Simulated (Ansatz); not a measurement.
# CaFe2P2: the cost of one run

Method: DFT PBEsol, scalar-relativistic, plane waves, PAW, and further levels as typed in the inputs, in Ansatz 0.2.0.

**1. The starting structure**

It takes space group I4/mmm (No. 139, tetragonal). Conventional cell: a = 3.855 Å, b = 3.855 Å, c = 9.985 Å, α = 90.00°, β = 90.00°, γ = 90.00°. Around Ca (site symmetry 4/mmm) lie 8 P at 3.04 Å and 8 Fe at 3.15 Å. Around Fe (site symmetry -4m2) lie 4 P at 2.24 Å. P (site symmetry 4mm) is surrounded by 4 Fe at 2.24 Å and 4 Ca at 3.04 Å.

Coordinates:

```xyz
5
Lattice="-1.9275 1.9275 4.9925 1.9275 -1.9275 4.9925 1.9275 1.9275 -4.9925" Properties=species:S:1:pos:R:3 pbc="T T T"
Ca    0.0000    0.0000    0.0000
Fe    0.0000    1.9275    2.4962
Fe    1.9275    0.0000    2.4962
P     0.0000    0.0000    3.6375
P     0.0000    0.0000    6.3475
```

The structure rests on an entry of the Crystallography Open Database; cell or positions may have been set otherwise for this series.

**2. Relaxing the atoms: CaFe2P2, no spin**

input.yaml reads:

```yaml
crystal:
  lattice:
    - [-1.9275, 1.9275, 4.9925]
    - [1.9275, -1.9275, 4.9925]
    - [1.9275, 1.9275, -4.9925]
  atoms:
    - { symbol: Ca, position: [0.0, 0.0, 0.0] }
    - { symbol: Fe, position: [0.75, 0.25, 0.5] }
    - { symbol: Fe, position: [0.25, 0.75, 0.5] }
    - { symbol: P, position: [0.3643, 0.3643, 0.0] }
    - { symbol: P, position: [0.6357, 0.6357, 0.0] }
scf:
  occupations: { method: gaussian, width: 0.05 }
output:
  forces: true
  stress: true
hamiltonian:
  xc: pbesol
kpoints:
  mp_grid: { grid: [14, 14, 14] }
relax:
  f_tol: 0.003
```

On the command line:

```
$ ansatz run input.yaml --threads 4 --pin off --max-ram 12288MiB --backend cpu --events-out ev --progress --plain --runs-dir out
```

**Question.** How long does this run take on 4 threads of Intel Xeon 6975P-C (Granite Rapids), shared host, and how much memory does it need?

About 22 s, with a peak of 0.73 GiB.
